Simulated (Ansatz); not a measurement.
# NOF (nitrosyl fluoride) at CCSD/STO-3G

Aim: the electronic atomisation energy of NOF (nitrosyl fluoride) at CCSD/STO-3G, from 4 runs. 

The results are computed with Ansatz 0.2.0.

63 further runs of the same task are left out: 16 that didn't finish, 47 set aside as unsound or not needed.

## 1. The molecule

The species is NOF (3 atoms), meant as a singlet with charge 0. As SMILES, `O=NF`. The shape is that of a PBE0-D4/def2-TZVP optimisation.

Bond lengths: O1–N2 1.127 Å, N2–F3 1.483 Å. Angles: O1–N2–F3 110.4°.

## 2. A single-point energy at CCSD/STO-3G

The input, job.yaml:

```yaml
crystal:
  periodic: [false, false, false]
  atoms:
    - {symbol: O, position_ang: [0.868350, 0.242970, 0.504740]}
    - {symbol: "N", position_ang: [0.148930, -0.482540, 0.029910]}
    - {symbol: F, position_ang: [-1.017290, 0.239580, -0.534650]}
basis:
  gaussian: {orbitals: STO-3G}
correlation: {method: ccsd, frozen_orbitals: {F: 1, "N": 1, O: 1}}
accuracy: high
scf: {omitted_lower_state_checks: [cluster_reference, increment]}
```

Run with:

```bash
$ ansatz run job.yaml --threads 1 --pin off --max-ram 3480MiB --events-out events.jsonl --progress --plain --runs-dir runs
```

Log:

```text
Warning: RAYON_NUM_THREADS=1 ignored (pool sized by the plan → 1); use --threads N
Functional definition: HF
  name "HF"
  exchange = exact_x
  correlation = 0
these checks for a lower state are left out or cut short: cluster_reference, increment
251 factors; integrals over basis functions are off by at most 3.5e-8 eV
mean field evaluation 1: about -6132.4955 eV, gradient 2.7e1 eV
mean field evaluation 2: about -6132.6409 eV, gradient 2.7e1 eV
mean field evaluation 4: about -6136.0161 eV, gradient 2.8e0 eV
mean field evaluation 8: about -6136.1243 eV, gradient 1.5e-1 eV
mean field -6136.12442552 eV, -225.4984134232 hartree, gradient 1.1e-8 eV, S^2 0.000000; 0 other end points of the search recorded, 0 dependent functions left out; unrestricted orbitals would lower it
3 core orbitals not correlated: weight in the atoms' cores, before any rotation towards them, 1.000 or more for the frozen orbitals, at most 0.000 for the correlated occupied ones
reference -6136.12442552 eV, -225.4984134232 hartree; 9, 9 occupied and 3, 3 virtual orbitals, 251 factors
second order -3.96913768 eV of doubles, -0.00000000 eV of singles
cycle   1  -4.31579099 eV  change   -3.5e-1 eV  update   9.4e-2
cycle   2  -4.59244305 eV  change   -2.8e-1 eV  update   3.6e-2
cycle   3  -4.68993943 eV  change   -9.7e-2 eV  update   2.1e-2
cycle   4  -4.69444623 eV  change   -4.5e-3 eV  update   6.5e-3
cycle   5  -4.69487732 eV  change   -4.3e-4 eV  update   4.0e-3
cycle   6  -4.69413039 eV  change    7.5e-4 eV  update   1.6e-3
cycle   7  -4.69324499 eV  change    8.9e-4 eV  update   6.6e-4
cycle   8  -4.69310374 eV  change    1.4e-4 eV  update   1.7e-4
cycle   9  -4.69319639 eV  change   -9.3e-5 eV  update   6.3e-5
cycle  10  -4.69317741 eV  change    1.9e-5 eV  update   1.9e-5
cycle  11  -4.69317715 eV  change    2.6e-7 eV  update   6.6e-6
cycle  12  -4.69317628 eV  change    8.7e-7 eV  update   2.2e-6
cycle  13  -4.69317874 eV  change   -2.5e-6 eV  update   1.0e-6
cycle  14  -4.69317950 eV  change   -7.6e-7 eV  update   5.0e-7
cycle  15  -4.69317908 eV  change    4.1e-7 eV  update   2.1e-7
cycle  16  -4.69317856 eV  change    5.2e-7 eV  update   1.1e-7
cycle  17  -4.69317865 eV  change   -9.0e-8 eV  update   5.9e-8
cycle  18  -4.69317860 eV  change    5.4e-8 eV  update   2.8e-8
cycle  19  -4.69317868 eV  change   -8.0e-8 eV  update   1.2e-7
cycle  20  -4.69317876 eV  change   -8.0e-8 eV  update   4.4e-8
cycle  21  -4.69317883 eV  change   -7.3e-8 eV  update   2.3e-8
cycle  22  -4.69317884 eV  change   -1.2e-8 eV  update   8.1e-9
cycle  23  -4.69317884 eV  change    2.4e-9 eV  update   4.3e-9
cycle  24  -4.69317884 eV  change  -4.9e-10 eV  update   1.6e-9
Total energy: -6140.81760436 eV, -225.6708845645 hartree
Checks for a lower state left out: cluster_reference, increment
```

Wall time 0.18 s (1 thread of Intel Xeon Platinum 8488C (Sapphire Rapids), shared host).

## 3. The F atom at the same level

The input, molecule.yaml:

```yaml
basis:
  gaussian:
    orbitals: STO-3G
crystal:
  periodic: [false, false, false]
  atoms:
    - symbol: F
      position_ang: [0.000000, 0.000000, 0.000000]
magnetization:
  spin_polarized: true
  initial_magnetization: 1
correlation:
  method: ccsd
  frozen_orbitals: {F: 1}
accuracy: high
scf:
  omitted_lower_state_checks: [cluster_reference, increment]
```

Run the same way, it converges to -97.98651 Eh (log not shown).

## 4. The N atom at the same level

The input, job.yaml:

```yaml
crystal:
  periodic: [false, false, false]
  atoms:
    - {symbol: "N", position_ang: [0.000000, 0.000000, 0.000000]}
basis:
  gaussian: {orbitals: STO-3G}
magnetization: {spin_polarized: true, initial_magnetization: 3}
correlation: {method: ccsd, frozen_orbitals: {"N": 1}}
accuracy: high
scf: {omitted_lower_state_checks: [cluster_reference, increment]}
```

Run the same way, it converges to -53.71901 Eh (log not shown).

## 5. The O atom

The input, input.yaml:

```yaml
basis:
  gaussian:
    orbitals: STO-3G
crystal:
  periodic: [false, false, false]
  atoms:
    - symbol: O
      position_ang: [0.000000, 0.000000, 0.000000]
magnetization:
  spin_polarized: true
  initial_magnetization: 2
correlation:
  method: ccsd
  frozen_orbitals: {O: 1}
accuracy: high
scf:
  omitted_lower_state_checks: [cluster_reference, increment]
```

Run the same way, it converges to -73.80415 Eh (log not shown).

## 6. Summary of results

Level: CCSD/STO-3G, 3 core orbitals frozen.

```
                                             quantity          value
                               molecule: total energy  -225.67088 Eh
molecule: correlation energy (3 core orbitals frozen)     -172.5 mEh
                              molecule: T1 diagnostic          0.021
                                 F atom: total energy   -97.98651 Eh
   F atom: correlation energy (1 core orbital frozen)        0.0 mEh
            F atom: ⟨S²⟩ of the reference determinant          0.750
                                F atom: T1 diagnostic          0.000
                                 N atom: total energy   -53.71901 Eh
   N atom: correlation energy (1 core orbital frozen)        0.0 mEh
            N atom: ⟨S²⟩ of the reference determinant          3.750
                                N atom: T1 diagnostic          0.000
                                 O atom: total energy   -73.80415 Eh
   O atom: correlation energy (1 core orbital frozen)        0.0 mEh
            O atom: ⟨S²⟩ of the reference determinant          2.000
                                O atom: T1 diagnostic          0.000
                        electronic atomisation energy       4.387 eV
```

In words: Taking the molecule apart into free atoms costs 4.39 eV (101 kcal/mol), before zero-point energy and without spin-orbit coupling. In a minimal basis such a difference can be off by several eV, whatever the method. The T1 diagnostic (molecule) of 0.021 is above the customary mark for such species, so a single reference may not serve. The restricted solution (molecule) is unstable to spin breaking: an unrestricted one lies lower.
